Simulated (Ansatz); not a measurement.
# Co (hcp type): the cost of one run

Computed with Ansatz 0.2.0 (DFT, PBE, PAW with Ansatz's default frozen-core files, scalar-relativistic, unless a step's input says otherwise).

**1. The starting structure**

Symmetry: P6_3/mmc, No. 194, hexagonal system. The conventional cell has a = 2.491 Å, b = 2.491 Å, c = 4.036 Å, α = 90.00°, β = 90.00°, γ = 120.00°. Around Co (site symmetry -6m2) lie 12 Co at 2.48 to 2.49 Å.

As a file:

```cif
data_structure
_symmetry_space_group_name_H-M 'P6_3/mmc'
_symmetry_Int_Tables_number 194
_cell_length_a 2.4911
_cell_length_b 2.4911
_cell_length_c 4.0356
_cell_angle_alpha 90.000
_cell_angle_beta 90.000
_cell_angle_gamma 120.000
_cell_volume 21.69
loop_
_atom_site_label
_atom_site_type_symbol
_atom_site_symmetry_multiplicity
_atom_site_Wyckoff_symbol
_atom_site_fract_x
_atom_site_fract_y
_atom_site_fract_z
_atom_site_occupancy
Co1 Co 2 c 0.33333 0.66667 0.25000 1
```

The file gives the conventional cell by its symmetry; the runs use the cell typed in the input.

Atoms are numbered in the order of the input: Co1, Co2.

**2. Bulk cell relaxed, PAW**

input.yaml

```yaml
crystal:
  lattice:
    - [2.4911007134, 0.0, 0.0]
    - [-1.2455503567, 2.1573565012, 0.0]
    - [0.0, 0.0, 4.0355831558]
  atoms:
    - { symbol: Co, position: [0.3333333333, 0.6666666667, 0.25], spin: 1.7 }
    - { symbol: Co, position: [0.6666666667, 0.3333333333, 0.75], spin: 1.7 }
magnetization:
  spin_polarized: true
kpoints:
  mp_grid: { grid: [20, 20, 11] }
scf:
  occupations: { method: fermi_dirac, width: 0.1 }
hamiltonian:
  xc: pbe
  pseudopotentials: { kind: paw }
output:
  forces: true
  stress: true
relax:
  f_tol: 0.005
  max_steps: 40
  cell: {}
```

On the command line:

```console
ansatz run input.yaml --threads 2 --pin off --max-ram 6144MiB --backend cpu --events-out ev --progress --plain --runs-dir out
```

Q: Estimate wall time and peak memory on 2 threads of Intel Xeon Platinum 8488C (Sapphire Rapids), shared host.

About 20 s, with a peak of 0.55 GiB.
